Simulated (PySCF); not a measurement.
**HfCl4(H2O): how settings move a single point**

Aim: repeat the single point on relaxed HfCl4(H2O) with altered settings, some of them bad on purpose. The species was built from a template and needn't be a known compound.

Program: PySCF 2.14.0. Level of theory: PBE, Hf def2-SVP with ECP60, Cl def2-SVP, O def2-SVP, H def2-SVP; scalar-relativistic core potentials, no spin–orbit coupling. These are calculated values, not measurements.

3 further runs of the same task are left out: 2 for a known fault of the program, 1 that didn't finish. Runs told in other sessions of the task aren't counted.

### Step 1. The system as given

8 atoms, charge 0, spin multiplicity 1.

Bond lengths: Hf1–Cl2 2.418 Å, Hf1–Cl3 2.418 Å, Hf1–Cl4 2.344 Å, Hf1–Cl5 2.344 Å, Hf1–O6 2.265 Å, O6–H7 0.979 Å, O6–H8 0.979 Å. Angles: Cl2–Hf1–Cl3 147.8°, Cl2–Hf1–Cl4 99.3°, Cl2–Hf1–Cl5 99.1°, Cl2–Hf1–O6 73.9°, Cl3–Hf1–Cl4 99.1°, Cl3–Hf1–Cl5 99.3°, Cl3–Hf1–O6 73.9°, Cl4–Hf1–Cl5 109.3°, Cl4–Hf1–O6 125.3°, Cl5–Hf1–O6 125.3°, Hf1–O6–H7 123.3°, Hf1–O6–H8 123.3°, H7–O6–H8 113.3°.

Geometry (Å):

```
Hf   -0.02564   -0.04441    0.00000
Cl   -0.53708   -0.52285    2.31403
Cl   -0.18425   -0.72655   -2.31403
Cl    2.30172    0.17748    0.16340
Cl   -0.99719    2.08207   -0.16340
O    -1.15832   -2.00630    0.00000
H    -1.48678   -2.43787    0.81477
H    -1.36784   -2.50654   -0.81477
```

Formal oxidation states: Hf +4. An earlier session relaxed this geometry at PBE, Hf def2-SVP with ECP60, Cl def2-SVP, O def2-SVP, H def2-SVP (singlet, point group C2v).

The sound run used a (50, 194) grid (finer on f atoms), a threshold of 1e-8 and at most 55 cycles, and ended at -1964.141528 Eh.

### Step 2. Try 1

Input file run.py (the lines that set the calculation):

```python
mol = gto.M(atom='''
Hf    -0.02564    -0.04441     0.00000
Cl    -0.53708    -0.52285     2.31403
Cl    -0.18425    -0.72655    -2.31403
Cl     2.30172     0.17748     0.16340
Cl    -0.99719     2.08207    -0.16340
O     -1.15832    -2.00630     0.00000
H     -1.48678    -2.43787     0.81477
H     -1.36784    -2.50654    -0.81477''',
    basis={'Hf': 'def2-SVP', 'Cl': 'def2-SVP', 'O': 'def2-SVP', 'H': 'def2-SVP'},
    ecp={'Hf': 'def2-SVP'},
    charge=0, spin=0)
mf = dft.RKS(mol, xc='PBE')
mf.grids.atom_grid = (30, 86)
mf = mf.density_fit()  # fitting sets: Hf def2-universal-JKFIT, Cl def2-universal-JKFIT, O def2-universal-JKFIT, H def2-universal-JKFIT
mf.conv_tol = 1e-08; mf.max_cycle = 55
mf.kernel(dm0)  # dm0: free metal ions and neutral atoms
```

Started as:

```sh
> OMP_NUM_THREADS=2 python run.py
```

Output:

```text
init E= -1992.87193056327
  HOMO = -0.247833576329209  LUMO = -0.155587525357223  gap/eV = 2.51014
cycle= 1 E= -1962.67635665586  delta_E= 30.2  |g|= 2.63  |ddm|= 4.22
  HOMO = -0.158584094841135  LUMO = 0.0188657537063883  gap/eV = 4.82866
cycle= 2 E= -1961.4406537127  delta_E= 1.24  |g|= 2.97  |ddm|=  5.7
  HOMO = -0.27377762979501  LUMO = -0.0844011421712625  gap/eV = 5.15320
cycle= 3 E= -1964.10214979035  delta_E= -2.66  |g|= 0.449  |ddm|= 3.86
  HOMO = -0.265262968991614  LUMO = -0.100051208226781  gap/eV = 4.49564
cycle= 4 E= -1964.10163432421  delta_E= 0.000515  |g|= 0.468  |ddm|= 0.61
  HOMO = -0.270278005591729  LUMO = -0.0898522407985674  gap/eV = 4.90964
cycle= 5 E= -1964.14479820713  delta_E= -0.0432  |g|= 0.0924  |ddm|= 0.376
  HOMO = -0.274861645561626  LUMO = -0.0918872320018059  gap/eV = 4.97899
cycle= 6 E= -1964.1466011585  delta_E= -0.0018  |g|= 0.0102  |ddm|= 0.0819
  HOMO = -0.273191379459408  LUMO = -0.0898112715344073  gap/eV = 4.99003
cycle= 7 E= -1964.14661794547  delta_E= -1.68e-05  |g|= 0.006  |ddm|= 0.018
  HOMO = -0.273427752906774  LUMO = -0.0904415717114546  gap/eV = 4.97931
cycle= 8 E= -1964.14662880591  delta_E= -1.09e-05  |g|= 0.00127  |ddm|= 0.0085
  HOMO = -0.273468838908757  LUMO = -0.0905262798770712  gap/eV = 4.97812
cycle= 9 E= -1964.1466293271  delta_E= -5.21e-07  |g|= 0.000207  |ddm|= 0.00197
  HOMO = -0.273469303746597  LUMO = -0.0905126897826492  gap/eV = 4.97850
cycle= 10 E= -1964.14662933967  delta_E= -1.26e-08  |g|= 4.86e-05  |ddm|= 0.000277
  HOMO = -0.273468668390585  LUMO = -0.0905134429712356  gap/eV = 4.97847
cycle= 11 E= -1964.1466293403  delta_E= -6.28e-10  |g|= 1.04e-05  |ddm|= 4.58e-05
  HOMO = -0.273468737922447  LUMO = -0.0905164827701539  gap/eV = 4.97838
Extra cycle  E= -1964.14662934014  delta_E= 1.56e-10  |g|= 2.55e-05  |ddm|= 3.91e-05
converged SCF energy = -1964.14662934014
```

Run time: 5.5 s. Hardware: 2 threads of Arm Neoverse V2, shared host.

Changed: the integration grid, to (30, 86). It converges in 11 cycles, -0.139 eV from the sound run, with a largest force component of 0.24 eV/Å. The setting is unsound, so these numbers aren't the compound's.

### Step 3. Try 2

Input file run.py (the lines that set the calculation):

```python
mol = gto.M(atom='''
Hf    -0.02410    -0.04174     0.00000
Cl    -0.50485    -0.49148     2.17519
Cl    -0.17320    -0.68296    -2.17519
Cl     2.16362     0.16683     0.15360
Cl    -0.93736     1.95715    -0.15360
O     -1.08882    -1.88592     0.00000
H     -1.39757    -2.29160     0.76588
H     -1.28577    -2.35615    -0.76588''',
    basis={'Hf': 'def2-SVP', 'Cl': 'def2-SVP', 'O': 'def2-SVP', 'H': 'def2-SVP'},
    ecp={'Hf': 'def2-SVP'},
    charge=0, spin=0)
mf = dft.RKS(mol, xc='PBE')
mf.grids.atom_grid = (50, 194)
mf = mf.density_fit()  # fitting sets: Hf def2-universal-JKFIT, Cl def2-universal-JKFIT, O def2-universal-JKFIT, H def2-universal-JKFIT
mf.conv_tol = 1e-08; mf.max_cycle = 55
mf.kernel(dm0)  # dm0: free metal ions and neutral atoms
```

Started as:

```sh
> OMP_NUM_THREADS=2 python run.py
```

Output:

```text
init E= -1993.08552038338
  HOMO = -0.253649600882364  LUMO = -0.131568722530758  gap/eV = 3.32199
cycle= 1 E= -1962.95584682021  delta_E= 30.1  |g|= 2.37  |ddm|= 4.21
  HOMO = -0.178418091451165  LUMO = 0.0167003218030654  gap/eV = 5.30944
cycle= 2 E= -1961.76528700908  delta_E= 1.19  |g|= 2.82  |ddm|= 5.27
  HOMO = -0.279144646010518  LUMO = -0.0701690369781753  gap/eV = 5.68652
cycle= 3 E= -1964.05852509628  delta_E= -2.29  |g|= 0.427  |ddm|= 3.61
  HOMO = -0.262188797744756  LUMO = -0.0547642356691173  gap/eV = 5.64431
cycle= 4 E= -1964.08180268919  delta_E= -0.0233  |g|= 0.31  |ddm|= 0.521
  HOMO = -0.27047438337605  LUMO = -0.0553416434076115  gap/eV = 5.85406
cycle= 5 E= -1964.09878078857  delta_E= -0.017  |g|= 0.0862  |ddm|= 0.273
  HOMO = -0.27470083422183  LUMO = -0.0600362474504987  gap/eV = 5.84132
cycle= 6 E= -1964.10030160773  delta_E= -0.00152  |g|= 0.0115  |ddm|= 0.0768
  HOMO = -0.27302638421947  LUMO = -0.0576941094608875  gap/eV = 5.85949
cycle= 7 E= -1964.10033448628  delta_E= -3.29e-05  |g|= 0.00376  |ddm|= 0.0188
  HOMO = -0.273098142600009  LUMO = -0.0580370251839376  gap/eV = 5.85211
cycle= 8 E= -1964.10033819672  delta_E= -3.71e-06  |g|= 0.00115  |ddm|= 0.00576
  HOMO = -0.273127221067235  LUMO = -0.0580776524439417  gap/eV = 5.85180
cycle= 9 E= -1964.10033862252  delta_E= -4.26e-07  |g|= 9.15e-05  |ddm|= 0.00167
  HOMO = -0.273129737411411  LUMO = -0.0580739853631555  gap/eV = 5.85197
cycle= 10 E= -1964.10033862455  delta_E= -2.03e-09  |g|= 3.64e-05  |ddm|= 0.000124
  HOMO = -0.273130188301755  LUMO = -0.0580782868098727  gap/eV = 5.85186
Extra cycle  E= -1964.1003386242  delta_E= 3.54e-10  |g|= 5.16e-05  |ddm|= 8.28e-05
converged SCF energy = -1964.1003386242
```

It took 7.1 s on 2 threads of Arm Neoverse V2, shared host.

Changed: the scale of all coordinates (0.94). It converges in 10 cycles, +1.121 eV from the sound run, with a largest force component of 3.22 eV/Å. The setting is unsound, so these numbers aren't the compound's.

### Step 4. Try 3

Input file run.py (the lines that set the calculation):

```python
mol = gto.M(atom='''
Hf    -0.02564    -0.04441     0.00000
Cl    -0.53708    -0.52285     2.31403
Cl    -0.18425    -0.72655    -2.31403
Cl     2.30172     0.17748     0.16340
Cl    -0.99719     2.08207    -0.16340
O     -1.15832    -2.00630     0.00000
H     -1.48678    -2.43787     0.81477
H     -1.36784    -2.50654    -0.81477''',
    basis={'Hf': 'def2-SVP', 'Cl': 'def2-SVP', 'O': 'def2-SVP', 'H': 'def2-SVP'},
    ecp={'Hf': 'def2-SVP'},
    charge=0, spin=0)
mf = dft.RKS(mol, xc='PBE')
mf.grids.atom_grid = (50, 194)
mf = mf.density_fit()  # fitting sets: Hf def2-universal-JKFIT, Cl def2-universal-JKFIT, O def2-universal-JKFIT, H def2-universal-JKFIT
mf.conv_tol = 0.0001; mf.max_cycle = 55
mf.kernel(dm0)  # dm0: free metal ions and neutral atoms
```

Started as:

```sh
> OMP_NUM_THREADS=2 python run.py
```

Output:

```text
init E= -1992.86736521205
  HOMO = -0.247576915659837  LUMO = -0.155586959192696  gap/eV = 2.50317
cycle= 1 E= -1962.66556163939  delta_E= 30.2  |g|= 2.63  |ddm|= 4.22
  HOMO = -0.157685215323918  LUMO = 0.0191808932615747  gap/eV = 4.81277
cycle= 2 E= -1961.42760606731  delta_E= 1.24  |g|= 2.97  |ddm|= 5.71
  HOMO = -0.273868422758155  LUMO = -0.0845586657676208  gap/eV = 5.15138
cycle= 3 E= -1964.09678163018  delta_E= -2.67  |g|= 0.45  |ddm|= 3.86
  HOMO = -0.265170635314564  LUMO = -0.10006316616001  gap/eV = 4.49280
cycle= 4 E= -1964.09620528171  delta_E= 0.000576  |g|= 0.47  |ddm|= 0.612
  HOMO = -0.270228194916901  LUMO = -0.089912369909817  gap/eV = 4.90664
cycle= 5 E= -1964.139675765  delta_E= -0.0435  |g|= 0.0929  |ddm|= 0.377
  HOMO = -0.274878573585063  LUMO = -0.0920575291104251  gap/eV = 4.97481
cycle= 6 E= -1964.14149943457  delta_E= -0.00182  |g|= 0.0102  |ddm|= 0.0823
  HOMO = -0.273208622686427  LUMO = -0.089951422292026  gap/eV = 4.98668
cycle= 7 E= -1964.14151604615  delta_E= -1.66e-05  |g|= 0.00606  |ddm|= 0.0182
  HOMO = -0.273672614022049  LUMO = -0.0918984142342929  gap/eV = 4.94633
Extra cycle  E= -1964.14146556186  delta_E= 5.05e-05  |g|= 0.014  |ddm|= 0.0238
converged SCF energy = -1964.14146556186
```

It took 5.8 s on 2 threads of Arm Neoverse V2, shared host.

Changed: the SCF threshold (0.0001). It converges in 7 cycles, +0.002 eV from the sound run, with a largest force component of 0.05 eV/Å. The result survives the change.

### Step 5. Try 4

run.py (the lines that set the calculation), as its differences from that of step 4:

```diff
@@ -15,3 +15,3 @@
 mf = mf.density_fit()  # fitting sets: Hf def2-universal-JKFIT, Cl def2-universal-JKFIT, O def2-universal-JKFIT, H def2-universal-JKFIT
-mf.conv_tol = 0.0001; mf.max_cycle = 55
-mf.kernel(dm0)  # dm0: free metal ions and neutral atoms
+mf.conv_tol = 1e-08; mf.max_cycle = 91
+mf.kernel(dm0)  # dm0: core Hamiltonian
```

Started as:

```sh
> OMP_NUM_THREADS=2 python run.py
```

Output:

```text
init E= -1924.29707459958
  HOMO = 0.310216795441321  LUMO = 0.323322453623755  gap/eV = 0.35662
cycle= 1 E= -1766.63447507943  delta_E=  158  |g|= 19.3  |ddm|=   55
  HOMO = -3.15864765850841  LUMO = -3.14269369132226  gap/eV = 0.43413
cycle= 2 E= -1875.14525714318  delta_E= -109  |g|= 9.15  |ddm|= 53.1
  HOMO = -0.679071973015993  LUMO = -0.676328272420553  gap/eV = 0.07466
cycle= 3 E= -1853.41153422743  delta_E= 21.7  |g|=   11  |ddm|= 27.4
  HOMO = -0.0181957968545832  LUMO = -0.00556275421489233  gap/eV = 0.34376
cycle= 4 E= -1954.6926939921  delta_E= -101  |g|= 5.79  |ddm|= 21.2
  HOMO = -0.134662162414782  LUMO = -0.0119503964911955  gap/eV = 3.33916
cycle= 5 E= -1962.32825421532  delta_E= -7.64  |g|= 2.36  |ddm|= 7.75
  HOMO = -0.232511876243357  LUMO = -0.179005340498229  gap/eV = 1.45599
cycle= 6 E= -1961.38363426656  delta_E= 0.945  |g|= 3.32  |ddm|= 5.23
  HOMO = -0.265364022522926  LUMO = -0.0766122447190153  gap/eV = 5.13620
cycle= 7 E= -1964.0763349006  delta_E= -2.69  |g|= 0.539  |ddm|= 2.86
  HOMO = -0.237428074752609  LUMO = -0.098163521246577  gap/eV = 3.78958
cycle= 8 E= -1964.04137925343  delta_E= 0.035  |g|= 0.564  |ddm|= 0.876
  HOMO = -0.263158990906989  LUMO = -0.0896027610056221  gap/eV = 4.72271
cycle= 9 E= -1964.12539810985  delta_E= -0.084  |g|= 0.246  |ddm|= 0.513
  HOMO = -0.266804612309288  LUMO = -0.0877327590658877  gap/eV = 4.87279
cycle= 10 E= -1964.13510156019  delta_E= -0.0097  |g|= 0.143  |ddm|= 0.101
  HOMO = -0.270527426909633  LUMO = -0.0873237106523588  gap/eV = 4.98523
cycle= 11 E= -1964.14109199269  delta_E= -0.00599  |g|= 0.0391  |ddm|= 0.195
  HOMO = -0.273219773893593  LUMO = -0.0908502563289826  gap/eV = 4.96253
cycle= 12 E= -1964.14137511786  delta_E= -0.000283  |g|= 0.0214  |ddm|= 0.0693
  HOMO = -0.273820842604775  LUMO = -0.0912275950828428  gap/eV = 4.96862
cycle= 13 E= -1964.14150567376  delta_E= -0.000131  |g|= 0.00801  |ddm|= 0.0329
  HOMO = -0.273508007015281  LUMO = -0.0906130860409254  gap/eV = 4.97682
cycle= 14 E= -1964.14152708779  delta_E= -2.14e-05  |g|= 0.00135  |ddm|= 0.0127
  HOMO = -0.273478272354551  LUMO = -0.0906546773422258  gap/eV = 4.97488
cycle= 15 E= -1964.14152767606  delta_E= -5.88e-07  |g|= 9.52e-05  |ddm|= 0.00178
  HOMO = -0.273485153408062  LUMO = -0.0906636544790396  gap/eV = 4.97483
cycle= 16 E= -1964.141527678  delta_E= -1.94e-09  |g|= 4.67e-05  |ddm|= 0.00016
  HOMO = -0.273482361039257  LUMO = -0.0906566885711991  gap/eV = 4.97494
Extra cycle  E= -1964.14152767682  delta_E= 1.18e-09  |g|= 7.61e-05  |ddm|= 0.000159
converged SCF energy = -1964.14152767682
```

Wall time 8.9 s (2 threads of Arm Neoverse V2, shared host).

Changed: the starting guess (bare core Hamiltonian); the cycle limit is 91. It converges in 16 cycles, at the sound run's energy within 0.001 eV, with a largest force component of 0.02 eV/Å. The result survives the change.

### Step 6. Results

| run | changed | ending | energy change (eV) | cycles | time | usable |
| --- | --- | --- | --- | --- | --- | --- |
| 1 | the integration grid | converged | -0.139 | 11 | 5.5 s | no |
| 2 | the scale of all coordinates | converged | +1.121 | 10 | 7.1 s | no |
| 3 | the SCF threshold | converged | +0.002 | 7 | 5.8 s | yes |
| 4 | the starting guess | converged | 0.000 | 16 | 8.9 s | yes |

2 of 4 altered runs give a usable result. 2 ended normally with numbers unfit to quote.
